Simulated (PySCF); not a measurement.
# C3H10Si (trimethylsilane): the cost of one run

Computed with PySCF 2.14.0, with density-fitted response routines of our own, on a single molecule in the gas phase. Atoms count from 0, in the outputs and in this text.

## 1. The molecule as given

14 atoms, charge 0, multiplicity 1; geometry from: PBE0-D3(BJ)/def2-SVP.

Bonds of the start (Å): C0–Si1 1.88, Si1–C2 1.88, Si1–C3 1.88, C0–H4 1.10, C0–H5 1.10, C0–H6 1.10, Si1–H7 1.50, C2–H8 1.10, C2–H9 1.10, C2–H10 1.10, C3–H11 1.10, C3–H12 1.10, C3–H13 1.10.

## 2. TDDFT and polarisability: LDA/def2-SVPD

Job settings and geometry (Å):

```
{"job": {"kind": "uv", "xc": "LDA", "basis": "def2-SVPD", "ip": true}, "charge": 0, "multiplicity": 1}
C     -0.332812     1.679341    -0.505968
Si    -0.081272     0.093360     0.475861
C     -1.301058    -1.221871    -0.094221
C      1.685675    -0.523332     0.272723
H     -1.355248     2.068891    -0.381198
H     -0.166661     1.503919    -1.581130
H      0.368952     2.463194    -0.180268
H     -0.328256     0.381441     1.928504
H     -1.178818    -2.155432     0.476908
H     -1.153852    -1.456204    -1.160856
H     -2.340255    -0.880923     0.035479
H      1.903530    -0.743637    -0.784804
H      2.412767     0.228492     0.617388
H      1.854319    -1.445296     0.851154
```

With the program's defaults for keys left out, this is: TDDFT LDA/def2-SVPD, vertical, gas phase, core orbitals frozen in the response.

Started as:

```console
$ OMP_NUM_THREADS=1 python probes_run.py task.json out
```

The driver reads the jobs from task.json and runs them one after another.

Q: Estimate the wall time and peak memory of this first job on 1 thread of Arm Neoverse V1, shared host.

About 56 s, with a peak of 0.45 GiB.
